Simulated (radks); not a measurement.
# Ionising rhodium step by step, Rh²³⁺ to Rh⁴⁴⁺

An exercise on one series of results from a longer session: the logs are not shown, and one member is left open.

The numbers are computed with radks (a radial shooting solver on a logarithmic mesh, Libxc functionals) version 1 (scalar-relativistic Kohn-Sham, LB94 model potential, spin-polarised, spherical densities, finite nucleus; open shells are filled with parallel spins first), except any that are marked as measured or tabulated.

## Starting point

| Property | Result |
| --- | --- |
| element | rhodium (Z = 45) |
| charges | 23 to 44 |
| first configuration | [Ar] 3d4 |
| last configuration | 1s1 |

The outer shells:

Rh²³⁺
```
[Ar] core
3d [↑ ][↑ ][↑ ][↑ ][  ]
```

Rh⁴⁴⁺
```
1s [↑ ]
```

LB94 adds a gradient term to the LDA potential that gives it a −1/r tail. It is a model potential with no energy functional, so Etot and Exc are not given.

The first run:

Settings of this run:

```text
Z 45
configuration [Ar] 3d4
relativity scalar-relativistic
functional lda,pw
model_potential LB94
spin polarised
nucleus finite rms 4.4945 fm
c 137.035999084
```

Steps of the session up to this table: Rh²³⁺, [Ar] 3d4.

One of the session's tables, all rows but one given; the rest of the session is left out.

It belongs to the step «Rh²³⁺, [Ar] 3d4». From the orbitals of this run (lengths in bohr):

```
  level     <r>  outermost maximum (interpolated)  90 % within  nodes
2p down  0.1226                            0.0955        0.199      0
  2p up  0.1227                            0.0955        0.199      0
  3s up  0.3668                             0.339        0.535      2
3s down  0.3679                             0.339        0.537      2
  3p up  0.3602                             0.329        0.536      1
3p down       ?                                 ?            ?      ?
  3d up  0.3260                             0.268        0.505      0
3d down  0.3264                             0.267        0.507      0
```

Q: Estimate the row for 3p down from the others.

The run gave: <r>: 0.3614; outermost maximum (interpolated): 0.329; 90 % within: 0.539; nodes: 1. In the column «<r>» it lies between 3p up (0.3602) and 3s up (0.3668).

To keep in mind: Open shells are spherical and high-spin; term and fine-structure splittings are not resolved.
